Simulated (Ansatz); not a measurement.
# HfH (quartet): from Hartree-Fock to the top rungs at distance Hf1–H2 = 1.513 Å, def2-TZVP

How much of the correlation energy of HfH (quartet) does each wave-function method recover here?

Computed with Ansatz 0.2.0, Gaussian basis. Level: def2-TZVP, core rule «outside noble gas», up to 4 orbitals frozen.

Plan: UHF; CCSD(T) on ROHF; CCSD(T) on UHF; CISD; CCSDT(Q) on ROHF; CCSDT(Q) on UHF; CASSCF and MRCISD+Q, 5 electrons in 5 orbitals; CASSCF and NEVPT2, 5 electrons in 5 orbitals; Full CI.

33 further runs of the same task are left out: 22 for a known fault of the program, 8 that didn't finish, 3 set aside as unsound or not needed.

## (1) The geometry

The geometry derives from a PBE0/def2-TZVP stationary point (not a proven minimum). One bond is set to the value named and the two fragments are kept rigid. No spin-orbit coupling is included. Elements past krypton take def2 core potentials.

2 atoms, charge 0, spin multiplicity 4.

Atoms are counted from 1 here; the program's logs count them from 0.

Bond lengths: Hf1–H2 1.513 Å.

## (2) UHF

The input, in.yaml:

```yaml
crystal:
  periodic: [false, false, false]
  atoms:
    - {symbol: Hf, position_ang: [0.000000, 0.000000, 0.000000]}
    - {symbol: H, position_ang: [0.000000, 0.000000, 1.513000]}
basis:
  gaussian: {orbitals: def2-TZVP}
magnetization: {spin_polarized: true, initial_magnetization: 3}
hamiltonian: {xc: hf}
output: {orbitals: {seedname: orbitals}}
```

On the command line:

```bash
> ansatz run in.yaml --threads 1 --pin off --events-out ev --progress --plain --max-ram 2393MiB
```

Further steps of the session: CCSD(T) on ROHF; CCSD(T) on UHF; CISD; CCSDT(Q) on ROHF; CCSDT(Q) on UHF; CASSCF and MRCISD+Q, 5 electrons in 5 orbitals; CASSCF and NEVPT2, 5 electrons in 5 orbitals; Full CI.

**Question.** What will the summary of the whole plan be? Wanted: FCI below the RHF energy; RMP2 from FCI; UMP2 from FCI; RCCSD from FCI; RCCSD(T) from FCI; UCCSD(T) from FCI; RCCSDT(Q) from FCI; UCCSDT(Q) from FCI; NEVPT2 pair from FCI.

**Answer**, as computed:

| quantity | value |
| --- | --- |
| FCI below the RHF energy | -1.6967 eV |
| RMP2 from FCI | +9.30 kcal/mol |
| UMP2 from FCI | +7.32 kcal/mol |
| RCCSD from FCI | +1.11 kcal/mol |
| RCCSD(T) from FCI | +0.27 kcal/mol |
| UCCSD(T) from FCI | -1.57 kcal/mol |
| RCCSDT(Q) from FCI | -0.32 kcal/mol |
| UCCSDT(Q) from FCI | -1.99 kcal/mol |
| NEVPT2 pair from FCI | +11.45 kcal/mol |
| MRCISD+Q pair from FCI | +0.03 kcal/mol |
| levels within 1 kcal/mol (43 meV) | UCCSD, RCCSD(T), RCCSDT, RCCSDT(Q), MRCISD+Q pair |
| T1 diagnostic | 0.033 |
| effectively unpaired electrons | 3.17 |

In words: RCCSD(T) misses by +0.27 kcal/mol, 0.7 % of the correlation energy. CCSD(T) misses by +0.27 kcal/mol on the restricted determinant and by -1.57 kcal/mol on the unrestricted one; the two need not hold the same state or core. UCCSD, UCCSD(T), RCCSDT, UCCSDT, RCCSDT(Q), UCCSDT(Q) fall below full CI: unrestricted runs freeze a spin-polarised core, another one than full CI's, and coupled cluster isn't variational. One determinant dominates. Of the multireference levels listed MRCISD+Q pair comes nearest in total energy (+0.03 kcal/mol), which doesn't show that its space is the better one. These misses are within one basis, not against nature; the frozen cores of restricted and unrestricted runs differ, which can shift their rows.
